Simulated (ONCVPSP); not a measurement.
# As: the cost of one run

Program: ONCVPSP 4.0.1.1 (patched build). Reference atom: PBE, scalar-relativistic, spherical and spin-unpolarised. All values are calculated.

### 1 Settings

The settings as typed:

```json
{
 "element": "arsenic (As, Z = 33)",
 "type": "optimised norm-conserving Vanderbilt (ONCV)",
 "frozen core": "[Ne]",
 "valence charge": "23",
 "reference configuration": "3s2 3p6 3d10 4s2 4p3",
 "partial waves": "3s+4s: rc 0.90 bohr, ncon 4, nbas 7, qcut 14.2 1/bohr, 2 projectors; 3p+4p: rc 1.15 bohr, ncon 4, nbas 9, qcut 11.3 1/bohr, 2 projectors; 3d: rc 1.00 bohr, ncon 4, nbas 8, qcut 18.1 1/bohr, 2 projectors, debl 2.2 Ha; f scattering state at 0.12 Ha: rc 0.90 bohr, ncon 4, nbas 8, qcut 12.6 1/bohr, 2 projectors, debl 3.5 Ha",
 "local potential": "polynomial inside 0.75 bohr (lpopt 5, dvloc0 0 Ha)",
 "core correction": "polynomial model core, fcfact 0.45"
}
```

### 2 Generation

The input, As.dat:

```
# ATOM AND REFERENCE CONFIGURATION
# atsym  z   nc   nv     iexc    psfile
  As 33.00    3    5        4      upf
#
#   n    l    f
    1    0    2.00
    2    0    2.00
    2    1    6.00
    3    0    2.00
    3    1    6.00
    3    2   10.00
    4    0    2.00
    4    1    3.00
#
# PSEUDOPOTENTIAL AND OPTIMIZATION
# lmax
    3
#
#   l,   rc,      ep,       ncon, nbas, qcut
    0    0.90    0.00    4    7   14.20
    1    1.15    0.00    4    9   11.30
    2    1.00    0.00    4    8   18.10
    3    0.90    0.12    4    8   12.60
#
# LOCAL POTENTIAL
# lloc, lpopt,  rc(5),   dvloc0
    4    5    0.75    0.00
#
# VANDERBILT-KLEINMAN-BYLANDER PROJECTORs
# l, nproj, debl
    0    2    2.50
    1    2    3.60
    2    2    2.20
    3    2    3.50
#
# MODEL CORE CHARGE
# icmod, fcfact, rcfact
    1    0.45    0.00
#
# LOG DERIVATIVE ANALYSIS
# epsh1, epsh2, depsh
   -8.00    5.00    0.04
#
# OUTPUT GRID
# rlmax, drl
    6.00    0.01
#
# TEST CONFIGURATIONS
# ncnf
    4
# nvcnf
#   n    l    f
    5
    3    0    2.00
    3    1    6.00
    3    2   10.00
    4    0    2.00
    4    1    2.00
#
    5
    3    0    2.00
    3    1    6.00
    3    2   10.00
    4    0    2.00
    4    1    1.00
#
    5
    3    0    2.00
    3    1    6.00
    3    2   10.00
    4    0    2.00
    4    1    0.00
#
    5
    3    0    2.00
    3    1    6.00
    3    2   10.00
    4    0    1.00
    4    1    3.00
#
```

Launch:

```bash
oncvpsp.x < As.dat > As.out
```

**Question.** How long does this run take on 1 thread of Neoverse-N1, shared host?

About 8.2 s.
